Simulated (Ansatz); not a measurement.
## Ni, space group Im-3m: a check of PAW against all-electron LAPW, step by step

Computed with Ansatz 0.2.0, Python API.

Interactive session:
```pycon
>>> from dataclasses import dataclass
>>> import ansatz
>>> import numpy as np
>>> import pandas as pd
>>> @dataclass(frozen=True)
... class RunConfig:
...     filling: str = 'Fermi-Dirac'
...     smearing_width: float = 0.15
...     kspacing: float = 0.24
...
>>> cfg = RunConfig()
>>> def count_gap(report):
...     # lowest empty less highest filled band, counting bands; zero where they overlap
...     return max(report.get('gap_by_band_count_ev') or 0.0, 0.0)
...
>>> ni = (
...     ansatz.Lattice.bcc(2.767431)
...     .space_group(229)
...     .atom('Ni', [0.0, 0.0, 0.0])
...     .primitive()
...     .moments(Ni=1.5)
... )
>>> model = (
...     ni.calculation()
...     .occupations(cfg.filling, width=cfg.smearing_width)
...     .spin('collinear')
...     .functional(ansatz.Functional.LDA)
...     .kpoints(spacing=cfg.kspacing)
...     .stress()
...     .forces()
...     .band_table()
... )
>>> variants = {
...     'PAW': model.pseudopotentials('paw'),
...     'LAPW': model.pseudopotentials('all_electron', lapw=True),
... }
>>> rows = []
>>> for label, variant in variants.items():
...     rep = variant.run(threads=1, pin='off').report
...     levels = np.array(rep['eigenvalues_ev'][0]) - rep['fermi_energy_ev']
...     print(label, 'levels at the first k-point near E_F:', np.round(levels[np.abs(levels) < 5], 3))
...     rows.append((label, rep['n_electrons'], np.trace(rep['stress_gpa']) / 3, count_gap(rep), rep['magnetization_mub']))
...
DeckWarning: basis.ecutwfc = 420 eV, auto-derived from the records' recommended cutoffs: set by Ni (normal level)
PAW levels at the first k-point near E_F: [-2.217 -2.217 -2.217 -0.79  -0.79 ]
LAPW levels at the first k-point near E_F: [-2.213 -2.213 -2.213 -0.786 -0.786]
>>> print(pd.DataFrame(rows, columns=['treatment', 'electrons in bands', 'P GPa', 'gap by band count eV', 'moment muB']).round(4).to_string(index=False))
treatment  electrons in bands    P GPa  gap by band count eV  moment muB
      PAW                18.0 -10.1885                   0.0      0.2886
     LAPW                18.0 -10.2718                   0.0      0.2842
```

PAW gives -10.188 GPa and LAPW -10.272 GPa, 0.08 GPa apart. They took 2.9 and 17.8 s of processor time.

Absolute energies stand on the zero of these potentials, so only differences at equal settings mean something. A total without «per atom» is that of the cell as typed. Other magnetic orders than the one started from may lie lower. For a metal this k-point mesh is coarse: on a finer one energies can move by several to tens of meV an atom and pressures by half a GPa or more, differences at one mesh by less. The smearing is wide enough that free energy and stress hold a thermal part of the electrons. A gap by band count of zero or less means overlapping bands, a metal. At these settings the cell as given stands under about -10 GPa, so it isn't at this functional's equilibrium volume. This isn't the structure that Ni takes at ambient conditions. Levels are Kohn-Sham eigenvalues on this mesh. Warnings are shown shortened and without file and line. Pressure is positive in compression; the treatments may keep other shells as core, so totals and counts of electrons can differ. Run time: 23 s on 1 thread of Intel(R) Xeon(R) Processor @ 2.30GHz (shared host), peak memory 0.66 GiB.
